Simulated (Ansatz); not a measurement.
**CH7B2FOSi: up Jacob's ladder to CCSD(T)**

One table from this session's results is given with a row withheld; the runs are named, their logs left out.

Computed with Ansatz 0.2.0, Gaussian basis. Level: functionals in def2-TZVPP, the program's frozen cores in correlated methods.

Plan: PBE-D4, r2SCAN-D4, PBE0-D4, B3LYP-D4, ωB97X-V, ωB97M-V, B2PLYP; CCSD(T)/def2-TZVPP; MP2/def2-QZVPP; extrapolation to the limit.

## The relaxed structure

All runs share one geometry, relaxed beforehand with PBE0-D4 in a triple-zeta def2 set.

SMILES `BB(CF)[SiH2]O`, 13 atoms, charge 0, spin multiplicity 1.

Atoms are counted from 1 here; the program's logs count them from 0.

Bond lengths: B1–B2 1.628 Å, B1–H7 1.199 Å, B1–H8 1.199 Å, B2–C3 1.554 Å, B2–Si5 2.020 Å, C3–F4 1.393 Å, C3–H9 1.100 Å, C3–H10 1.100 Å, Si5–O6 1.657 Å, Si5–H11 1.493 Å, Si5–H12 1.493 Å, O6–H13 0.958 Å. Angles: B2–B1–H7 121.8°, B2–B1–H8 121.8°, H7–B1–H8 116.4°, B1–B2–C3 124.9°, B1–B2–Si5 120.2°, C3–B2–Si5 114.8°, B2–C3–F4 115.6°, B2–C3–H9 109.9°, B2–C3–H10 109.9°, F4–C3–H9 107.9°, F4–C3–H10 107.9°, H9–C3–H10 105.1°, B2–Si5–O6 107.6°, B2–Si5–H11 110.6°, B2–Si5–H12 110.5°, O6–Si5–H11 110.7°, O6–Si5–H12 110.7°, H11–Si5–H12 106.8° and more.

The first run:

Contents of in.yaml:

```yaml
crystal:
  periodic: [false, false, false]
  atoms:
    - {symbol: B, position_ang: [-1.550555, -1.392304, 0.469885]}
    - {symbol: B, position_ang: [-0.276922, -0.388426, 0.330461]}
    - {symbol: C, position_ang: [0.822875, -0.191085, 1.410935]}
    - {symbol: F, position_ang: [0.670129, -0.948307, 2.570215]}
    - {symbol: Si, position_ang: [-0.033801, 0.720302, -1.340237]}
    - {symbol: O, position_ang: [1.349261, 1.613415, -1.151976]}
    - {symbol: H, position_ang: [-1.506135, -2.526138, 0.081651]}
    - {symbol: H, position_ang: [-2.599650, -1.023500, 0.918829]}
    - {symbol: H, position_ang: [0.875241, 0.867834, 1.702919]}
    - {symbol: H, position_ang: [1.810926, -0.419174, 0.985477]}
    - {symbol: H, position_ang: [0.065317, -0.157936, -2.543879]}
    - {symbol: H, position_ang: [-1.212546, 1.612004, -1.553529]}
    - {symbol: H, position_ang: [1.606159, 2.198516, -1.865752]}
basis:
  gaussian: {orbitals: def2-TZVPP}
hamiltonian: {xc: pbe, dispersion: d4}
output: {forces: true, orbitals: {seedname: orbitals}}
```

Run with:

```
$ ansatz run in.yaml --threads 4 --pin off --events-out ev --progress --plain --max-ram 10444MiB
```

Among the steps run: PBE-D4 (GGA); r2SCAN-D4 (meta-GGA); PBE0-D4 (hybrid); B3LYP-D4 (hybrid); ωB97X-V (range-separated); ωB97M-V (range-separated); B2PLYP (double hybrid); CCSD(T) in def2-TZVPP; MP2 in def2-QZVPP.

One of the session's tables, all rows but one given; the rest of the session is left out.

It belongs to the step «Atomisation energies». 

```
            method  atomisation energy (kJ/mol)
            PBE-D4                       4723.6
         r2SCAN-D4                       4678.2
           PBE0-D4                       4647.9
          B3LYP-D4                       4654.6
           ωB97X-V                       4664.4
           ωB97M-V                       4660.8
            B2PLYP                       4598.2
     HF/def2-TZVPP                       3481.3
    MP2/def2-TZVPP                       4592.1
   CCSD/def2-TZVPP                       4453.6
CCSD(T)/def2-TZVPP                       4511.7
           MP2/CBS                            ?
       CCSD(T)/CBS                       4627.5
```

**Question.** Estimate the row for MP2/CBS.

As computed: atomisation energy (kJ/mol): 4707.9. In the column «atomisation energy (kJ/mol)» it lies between r2SCAN-D4 (4678.2) and PBE-D4 (4723.6).
